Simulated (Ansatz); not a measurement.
Runs of Ansatz 0.2.0 on HfMoC2. It takes space group P4/mmm (No. 123, tetragonal). Conventional cell: a = 3.191 Å, b = 3.191 Å, c = 4.485 Å, α = 90.00°, β = 90.00°, γ = 90.00°. Hf (site symmetry 4/mmm) has 6 C at 2.24 to 2.26 Å as nearest neighbours. Around Mo (site symmetry 4/mmm) lie 6 C at 2.24 to 2.26 Å. Around C (site symmetry 4/mmm) lie 2 Mo at 2.24 Å and 4 Hf at 2.26 Å. C (site symmetry 4/mmm) has 2 Hf at 2.24 Å and 4 Mo at 2.26 Å as nearest neighbours. The cell comes from a database or a generator and needn't be the stable form of this composition.

| level | U | hubbard projectors | double counting | gap on the mesh (eV) | pressure (GPa) | relaxed volume (Å³/atom) |
| --- | --- | --- | --- | --- | --- | --- |
| PBEsol+U | Hf d U = 1 eV, Mo d U = 1 eV | ortho-atomic (the default) | fll (the default) | none | 0.0 | 11.10 |
| PBEsol+U | Hf d U = 3 eV, Mo d U = 3 eV | ortho-atomic (the default) | fll (the default) | none | 0.0 | 11.18 |
| PBEsol | - | - | - | none | 0.0 | (a) |
| PBEsol+U | Hf d U = 8 eV, Mo d U = 8 eV | ortho-atomic (the default) | fll (the default) | none | 0.0 | 11.70 |
| PBEsol+U | Hf d U = 2 eV, Mo d U = 2 eV | ortho-atomic (the default) | fll (the default) | none | 0.0 | (b) |

Alike in all rows: task relaxation of cell and atoms; potentials or basis Ansatz PAW; no spin polarisation; cell relaxed; k mesh 8 × 8 × 6; cutoff (eV) 420; smearing fermi-dirac 0.05 eV.

Problem. Fill in the values left out.

Solution. (a) 11.06; (b) 11.14.

Caveats: the plane-wave basis is chosen anew once the cell has moved, so the energies of steps on either side of that aren't comparable; the PAW data sets come from PBE, with cores solved anew for the run's functional, which leaves a small shift of forces and pressure; U without spin polarisation on a metal has little footing (some runs); the U is typed as a test and isn't derived for this compound (some runs).

A k mesh can miss the band edges, and the runs leave out spin-orbit coupling on Hf, Mo.

A gap of «none» marks a metal or a gap under the smearing width.
